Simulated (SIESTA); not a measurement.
MgZn3S4:

```
Zn S Mg
1.0
     6.31228    0.00000    0.00000
     0.00000    3.85447    0.00000
    -0.00527    0.00000    6.69322
Zn S Mg
3 4 1
Direct
  0.99869 0.00000 0.32980
  0.99927 0.50000 0.83652
  0.49958 0.50000 0.16671
  0.62768 0.00000 0.32411
  0.63032 0.50000 0.84347
  0.12706 0.50000 0.16743
  0.11304 0.00000 0.66542
  0.50037 0.00000 0.66654
```

The cell comes from a database or a generator and needn't be the stable form of this composition.

```yaml
Program: SIESTA 5.4.2
Task: single point
Functional: PBEsol
Potentials_or_basis: PseudoDojo 0.4 standard (PBEsol files)
Basis: DZP (energy shift 0.003 Ry; two zetas on semicore shells)
Grid_cutoff: 800 Ry
Energy_shift: 0.003 Ry
k_mesh: 4 × 7 × 4
Occupations: fermi-dirac, width 0.05 eV
Spin: no spin polarisation
```

On this cell: pressure -0.3 GPa; largest force 0.167 eV/Å; band gap on the k mesh 2.52 eV, direct.

The same run follows on a disturbed copy (atoms moved at random, drawn with an rms of 0.05 Å):

```xyz
8
Lattice="6.3123 0.0000 0.0000 0.0000 3.8545 0.0000 -0.0053 0.0000 6.6932" Properties=species:S:1:pos:R:3 pbc="T T T"
Zn    6.3417    0.0286    2.2039
Zn    6.2994    1.9568    5.5968
Zn    3.1188    1.9441    1.1218
S     3.9763    0.0283    2.1673
S     3.9625    1.9811    5.6358
S     0.8266    1.9580    1.1124
S     0.7544    0.0238    4.5010
Mg    3.1650   -0.0006    4.4655
```

**Question.** What changes?

**Answer.** The energy moves by +6.7 meV/atom; pressure -0.2 GPa; largest force 0.652 eV/Å; band gap on the k mesh 2.49 eV, direct.

Forces in eV/Å, atoms in the order of the input:
```
Zn  -0.078  0.014  0.224
Zn  -0.032 -0.023  0.027
Zn   0.469  0.068 -0.023
S    0.083 -0.048 -0.156
S    0.300 -0.453  0.361
S   -0.376 -0.026  0.089
S   -0.498  0.051 -0.364
Mg   0.129  0.417 -0.158
```

Stress tensor (GPa, compression positive):
```
 0.07 -0.32 -0.08
-0.32  0.06 -0.51
-0.08 -0.51 -0.87
```

Caveats: short orbitals over semicore shells can move pressures by several GPa; the valence orbitals were made in a potential fitted to the semicore shell under them, which widens gaps by tenths of an eV or more; the basis of atomic orbitals isn't converged, which shifts pressures, moduli and gaps.

